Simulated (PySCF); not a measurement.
# LuCl3(H2O): how settings move a single point

Aim: repeat the single point on relaxed LuCl3(H2O) with altered settings, some of them bad on purpose. The structure is generated, not taken from experiment.

Program: PySCF 2.14.0. Level of theory: BP86, Lu lcecp-1-SVP with ECP60, Cl def2-SVP, O def2-SVP, H def2-SVP; scalar-relativistic core potentials, no spin–orbit coupling. These are calculated values, not measurements.

3 further runs of the same task are left out: 2 for a known fault of the program, 1 that didn't finish.

## 1. The system as given

7 atoms, charge 0, spin multiplicity 1.

Bond lengths: Lu1–Cl2 2.443 Å, Lu1–Cl3 2.440 Å, Lu1–Cl4 2.443 Å, Lu1–O5 2.302 Å, O5–H6 0.978 Å, O5–H7 0.978 Å. Angles: Cl2–Lu1–Cl3 116.8°, Cl2–Lu1–Cl4 120.7°, Cl2–Lu1–O5 96.8°, Cl3–Lu1–Cl4 116.8°, Cl3–Lu1–O5 100.8°, Cl4–Lu1–O5 96.8°, Lu1–O5–H6 125.8°, Lu1–O5–H7 125.8°, H6–O5–H7 107.6°.

Geometry (Å):

```xyz
7
Cl3H2LuO
Lu    0.0175   -0.0131    0.0131
Cl    1.1533    1.7804    1.2212
Cl   -1.7197   -1.2243    1.2243
Cl    1.1533   -1.2212   -1.7804
O    -1.2620    1.3399   -1.3399
H    -1.6464    2.2023   -1.0866
H    -1.6464    1.0866   -2.2023
```

Formal oxidation states: Lu +3. Each metal's 14 4f electrons lie in its core potential, so multiplicities, spins and levels count the valence alone. An earlier session relaxed this geometry at BP86, Lu lcecp-1-SVP with ECP60, Cl def2-SVP, O def2-SVP, H def2-SVP (singlet, point group Cs).

The sound run used a (50, 194) grid (finer on f atoms), a threshold of 1e-8 and at most 55 cycles, and ended at -1497.023195 Eh.

## 2. Altered run 1

run.py (the lines that set the calculation)

```python
mol = gto.M(atom='''
Lu     0.01645    -0.01234     0.01234
Cl     1.08405     1.67360     1.14793
Cl    -1.61651    -1.15081     1.15081
Cl     1.08405    -1.14793    -1.67360
O     -1.18629     1.25949    -1.25949
H     -1.54765     2.07017    -1.02137
H     -1.54765     1.02137    -2.07017''',
    basis={'Lu': 'lcecp-1-SVP', 'Cl': 'def2-SVP', 'O': 'def2-SVP', 'H': 'def2-SVP'},
    ecp={'Lu': 'lcecp-1-SVP'},
    charge=0, spin=0)
mf = dft.RKS(mol, xc='B88,P86')
mf.grids.atom_grid = (50, 194)  # f atoms: unpruned, at least (60, 302)
mf = mf.density_fit()  # fitting sets: Lu AutoAux, Cl def2-universal-JKFIT, O def2-universal-JKFIT, H def2-universal-JKFIT
mf.conv_tol = 1e-08; mf.max_cycle = 55
mf.kernel(dm0)  # dm0: free metal ions and neutral atoms
```

Launch:

```bash
> OMP_NUM_THREADS=2 python run.py
```

What it wrote:

```text
init E= -1511.82822390561
  HOMO = -0.28091203154569  LUMO = -0.0895811120265615  gap/eV = 5.20638
cycle= 1 E= -1496.80145513759  delta_E=   15  |g|= 1.01  |ddm|= 3.29
  HOMO = -0.279096913569014  LUMO = -0.0271668473686901  gap/eV = 6.85537
cycle= 2 E= -1496.55939685594  delta_E= 0.242  |g|= 1.26  |ddm|=  2.4
  HOMO = -0.259469567291593  LUMO = -0.0706678717188893  gap/eV = 5.13756
cycle= 3 E= -1496.98340964442  delta_E= -0.424  |g|= 0.21  |ddm|= 1.69
  HOMO = -0.262780387384836  LUMO = -0.0576211990381275  gap/eV = 5.58267
cycle= 4 E= -1496.99304930098  delta_E= -0.00964  |g|= 0.0769  |ddm|= 0.208
  HOMO = -0.26556683280625  LUMO = -0.059235501183398  gap/eV = 5.61456
cycle= 5 E= -1496.99410706617  delta_E= -0.00106  |g|= 0.0212  |ddm|= 0.0794
  HOMO = -0.265688492464077  LUMO = -0.0603864270329311  gap/eV = 5.58655
cycle= 6 E= -1496.9942322651  delta_E= -0.000125  |g|= 0.00372  |ddm|= 0.029
  HOMO = -0.265347693039692  LUMO = -0.0602137205701325  gap/eV = 5.58198
cycle= 7 E= -1496.99423603415  delta_E= -3.77e-06  |g|= 0.000699  |ddm|= 0.0045
  HOMO = -0.265367840121978  LUMO = -0.0601816615070661  gap/eV = 5.58340
cycle= 8 E= -1496.99423615425  delta_E= -1.2e-07  |g|= 0.000105  |ddm|= 0.000657
  HOMO = -0.265382150952315  LUMO = -0.0601786533093183  gap/eV = 5.58387
cycle= 9 E= -1496.99423615699  delta_E= -2.75e-09  |g|= 4.29e-05  |ddm|= 0.000175
  HOMO = -0.265377994168758  LUMO = -0.0601779457263802  gap/eV = 5.58378
Extra cycle  E= -1496.9942361563  delta_E= 6.9e-10  |g|= 6.32e-05  |ddm|= 0.000137
converged SCF energy = -1496.9942361563
```

Wall time 7.3 s (2 threads of Intel Xeon Platinum 8488C (Sapphire Rapids), shared host).

Changed: the scale of all coordinates (0.94). It converges in 9 cycles, +0.788 eV from the sound run, with a largest force component of 3.11 eV/Å. The setting is unsound, so these numbers aren't the compound's.

## 3. Altered run 2

run.py (the lines that set the calculation)

```python
mol = gto.M(atom='''
Lu     0.01750    -0.01313     0.01313
Cl     1.15325     1.78043     1.22121
Cl    -1.71969    -1.22426     1.22426
Cl     1.15325    -1.22121    -1.78043
O     -1.26201     1.33988    -1.33988
H     -0.59650     0.80438    -0.39266
H     -1.64644     1.08657    -2.20231''',
    basis={'Lu': 'lcecp-1-SVP', 'Cl': 'def2-SVP', 'O': 'def2-SVP', 'H': 'def2-SVP'},
    ecp={'Lu': 'lcecp-1-SVP'},
    charge=0, spin=0)
mf = dft.RKS(mol, xc='B88,P86')
mf.grids.atom_grid = (50, 194)  # f atoms: unpruned, at least (60, 302)
mf = mf.density_fit()  # fitting sets: Lu AutoAux, Cl def2-universal-JKFIT, O def2-universal-JKFIT, H def2-universal-JKFIT
mf.conv_tol = 1e-08; mf.max_cycle = 88
mf.kernel(dm0)  # dm0: free metal ions and neutral atoms
```

Launch:

```bash
> OMP_NUM_THREADS=2 python run.py
```

What it wrote:

```text
init E= -1511.54748906486
  HOMO = -0.270696210886935  LUMO = -0.226202207614048  gap/eV = 1.21074
cycle= 1 E= -1496.28746794079  delta_E= 15.3  |g|= 1.14  |ddm|= 3.45
  HOMO = -0.190029377067706  LUMO = -0.0613041984355647  gap/eV = 3.50279
cycle= 2 E= -1495.81840478944  delta_E= 0.469  |g|= 1.54  |ddm|= 3.08
  HOMO = -0.280578968554901  LUMO = -0.234327944227822  gap/eV = 1.25855
cycle= 3 E= -1496.54244506915  delta_E= -0.724  |g|= 0.265  |ddm|= 2.27
  HOMO = -0.277104236256367  LUMO = -0.20055699904189  gap/eV = 2.08296
cycle= 4 E= -1496.5560322801  delta_E= -0.0136  |g|= 0.152  |ddm|= 0.523
  HOMO = -0.280819530078904  LUMO = -0.21300251221427  gap/eV = 1.84540
cycle= 5 E= -1496.56306000141  delta_E= -0.00703  |g|= 0.0662  |ddm|= 0.312
  HOMO = -0.285452825013861  LUMO = -0.217266058448168  gap/eV = 1.85546
cycle= 6 E= -1496.56443236364  delta_E= -0.00137  |g|= 0.0213  |ddm|= 0.115
  HOMO = -0.285286552000587  LUMO = -0.216754889427712  gap/eV = 1.86484
cycle= 7 E= -1496.56449872379  delta_E= -6.64e-05  |g|= 0.0115  |ddm|= 0.0245
  HOMO = -0.284668447504436  LUMO = -0.216046382252802  gap/eV = 1.86730
cycle= 8 E= -1496.56453835016  delta_E= -3.96e-05  |g|= 0.00142  |ddm|= 0.017
  HOMO = -0.284691640296161  LUMO = -0.216044174698482  gap/eV = 1.86799
cycle= 9 E= -1496.56453900148  delta_E= -6.51e-07  |g|= 0.000429  |ddm|= 0.00204
  HOMO = -0.284711457348085  LUMO = -0.216049727710402  gap/eV = 1.86838
cycle= 10 E= -1496.5645390687  delta_E= -6.72e-08  |g|= 0.000156  |ddm|= 0.000803
  HOMO = -0.284717746537593  LUMO = -0.216051109482152  gap/eV = 1.86851
cycle= 11 E= -1496.56453907736  delta_E= -8.66e-09  |g|= 2.15e-05  |ddm|= 0.000261
  HOMO = -0.284715912348335  LUMO = -0.216054564312337  gap/eV = 1.86837
Extra cycle  E= -1496.56453907701  delta_E= 3.54e-10  |g|= 3.92e-05  |ddm|= 8.78e-05
converged SCF energy = -1496.56453907701
```

Wall time 7.6 s (2 threads of Intel Xeon Platinum 8488C (Sapphire Rapids), shared host).

Changed: one atom's place (atom 6 put 1.1 Å from the metal); the cycle limit is 88. It converges in 11 cycles, +12.481 eV from the sound run, with a largest force component of 24.37 eV/Å. The setting is unsound, so these numbers aren't the compound's.

## 4. Altered run 3

run.py (the lines that set the calculation)

```python
mol = gto.M(atom='''
Lu     0.01750    -0.01313     0.01313
Cl     1.15325     1.78043     1.22121
Cl    -1.71969    -1.22426     1.22426
Cl     1.15325    -1.22121    -1.78043
O     -1.26201     1.33988    -1.33988
H     -1.64644     2.20231    -1.08657
H     -1.64644     1.08657    -2.20231''',
    basis={'Lu': 'lcecp-1-SVP', 'Cl': 'def2-SVP', 'O': 'def2-SVP', 'H': 'def2-SVP'},
    ecp={'Lu': 'lcecp-1-SVP'},
    charge=0, spin=0)
mf = dft.RKS(mol, xc='B88,P86')
mf.grids.atom_grid = (40, 110)  # f atoms: unpruned
mf = mf.density_fit()  # fitting sets: Lu AutoAux, Cl def2-universal-JKFIT, O def2-universal-JKFIT, H def2-universal-JKFIT
mf.conv_tol = 1e-08; mf.max_cycle = 55
mf.kernel(dm0)  # dm0: free metal ions and neutral atoms
```

Launch:

```bash
> OMP_NUM_THREADS=2 python run.py
```

What it wrote:

```text
init E= -1511.57593833972
  HOMO = -0.271738781008297  LUMO = -0.102599921286141  gap/eV = 4.60250
cycle= 1 E= -1496.85095660749  delta_E= 14.7  |g|= 0.962  |ddm|= 3.13
  HOMO = -0.284082879742442  LUMO = -0.0457082046217181  gap/eV = 6.48651
cycle= 2 E= -1496.62548708494  delta_E= 0.225  |g|= 1.18  |ddm|= 2.29
  HOMO = -0.254359297429831  LUMO = -0.0918265516901935  gap/eV = 4.42274
cycle= 3 E= -1497.00466538855  delta_E= -0.379  |g|= 0.255  |ddm|= 1.68
  HOMO = -0.2582597523821  LUMO = -0.0750219013743749  gap/eV = 4.98616
cycle= 4 E= -1497.02034356002  delta_E= -0.0157  |g|= 0.0768  |ddm|= 0.264
  HOMO = -0.262069423551966  LUMO = -0.0768942248060145  gap/eV = 5.03887
cycle= 5 E= -1497.02125278071  delta_E= -0.000909  |g|= 0.029  |ddm|= 0.0849
  HOMO = -0.261998749339572  LUMO = -0.0784483130665019  gap/eV = 4.99466
cycle= 6 E= -1497.0214991635  delta_E= -0.000246  |g|= 0.00438  |ddm|= 0.0409
  HOMO = -0.261579486055303  LUMO = -0.0782125012354364  gap/eV = 4.98967
cycle= 7 E= -1497.02150508327  delta_E= -5.92e-06  |g|= 0.000863  |ddm|= 0.00602
  HOMO = -0.261622964015775  LUMO = -0.0781743924967542  gap/eV = 4.99189
cycle= 8 E= -1497.02150528334  delta_E= -2e-07  |g|= 0.000161  |ddm|= 0.000955
  HOMO = -0.261637404195407  LUMO = -0.0781692727309654  gap/eV = 4.99242
cycle= 9 E= -1497.02150529  delta_E= -6.65e-09  |g|= 7.4e-05  |ddm|= 0.000285
  HOMO = -0.261635737600582  LUMO = -0.0781672446253182  gap/eV = 4.99243
Extra cycle  E= -1497.02150528695  delta_E= 3.04e-09  |g|= 0.000122  |ddm|= 0.000263
converged SCF energy = -1497.02150528695
```

Run time: 5.6 s. Hardware: 2 threads of Intel Xeon Platinum 8488C (Sapphire Rapids), shared host.

Changed: the integration grid, to (40, 110). It converges in 9 cycles, +0.046 eV from the sound run, with a largest force component of 0.09 eV/Å. The setting is unsound, so these numbers aren't the compound's.

## 5. Altered run 4

Changes to run.py (the lines that set the calculation) since step 4:

```diff
@@ -12,5 +12,5 @@
 mf = dft.RKS(mol, xc='B88,P86')
-mf.grids.atom_grid = (40, 110)  # f atoms: unpruned
+mf.grids.atom_grid = (50, 194)  # f atoms: unpruned, at least (60, 302)
 mf = mf.density_fit()  # fitting sets: Lu AutoAux, Cl def2-universal-JKFIT, O def2-universal-JKFIT, H def2-universal-JKFIT
 mf.conv_tol = 1e-08; mf.max_cycle = 55
-mf.kernel(dm0)  # dm0: free metal ions and neutral atoms
+mf.kernel(dm0)  # dm0: smeared density
```

Launch:

```bash
> OMP_NUM_THREADS=2 python run.py
```

What it wrote:

```text
init E= -1496.96188817079
  HOMO = -0.270472429981608  LUMO = -0.0760386726463779  gap/eV = 5.29081
cycle= 1 E= -1497.02147567787  delta_E= -0.0596  |g|= 0.0696  |ddm|= 0.209
  HOMO = -0.254355818754021  LUMO = -0.0846730458512858  gap/eV = 4.61730
cycle= 2 E= -1497.01607743401  delta_E= 0.0054  |g|= 0.15  |ddm|= 0.295
  HOMO = -0.260371070248025  LUMO = -0.0786312618547859  gap/eV = 4.94539
cycle= 3 E= -1497.02317651867  delta_E= -0.0071  |g|= 0.00811  |ddm|= 0.193
  HOMO = -0.261509850960805  LUMO = -0.0784825581542476  gap/eV = 4.98043
cycle= 4 E= -1497.02319273377  delta_E= -1.62e-05  |g|= 0.00254  |ddm|= 0.0108
  HOMO = -0.261455718239268  LUMO = -0.0782327392067066  gap/eV = 4.98575
cycle= 5 E= -1497.02319477265  delta_E= -2.04e-06  |g|= 0.000841  |ddm|= 0.00374
  HOMO = -0.261453484672634  LUMO = -0.0781997946298967  gap/eV = 4.98659
cycle= 6 E= -1497.02319490048  delta_E= -1.28e-07  |g|= 0.000189  |ddm|= 0.000666
  HOMO = -0.261459143836835  LUMO = -0.0782073681263084  gap/eV = 4.98653
cycle= 7 E= -1497.02319490729  delta_E= -6.81e-09  |g|= 2.53e-05  |ddm|= 0.000143
  HOMO = -0.261457815442205  LUMO = -0.0782068702242198  gap/eV = 4.98651
Extra cycle  E= -1497.02319490722  delta_E= 6.84e-11  |g|= 2.88e-05  |ddm|= 5.63e-05
converged SCF energy = -1497.02319490722
```

Wall time 6.5 s (2 threads of Intel Xeon Platinum 8488C (Sapphire Rapids), shared host).

Changed: the starting guess (smeared density). It converges in 7 cycles, at the sound run's energy within 0.001 eV, with a largest force component of 0.00 eV/Å. The result survives the change.

## 6. Results

| run | changed | ending | energy change (eV) | cycles | time | usable |
| --- | --- | --- | --- | --- | --- | --- |
| 1 | the scale of all coordinates | converged | +0.788 | 9 | 7.3 s | no |
| 2 | one atom's place | converged | +12.481 | 11 | 7.6 s | no |
| 3 | the integration grid | converged | +0.046 | 9 | 5.6 s | no |
| 4 | the starting guess | converged | 0.000 | 7 | 6.5 s | yes |

1 of 4 altered runs gives a usable result. 3 ended normally with numbers unfit to quote.
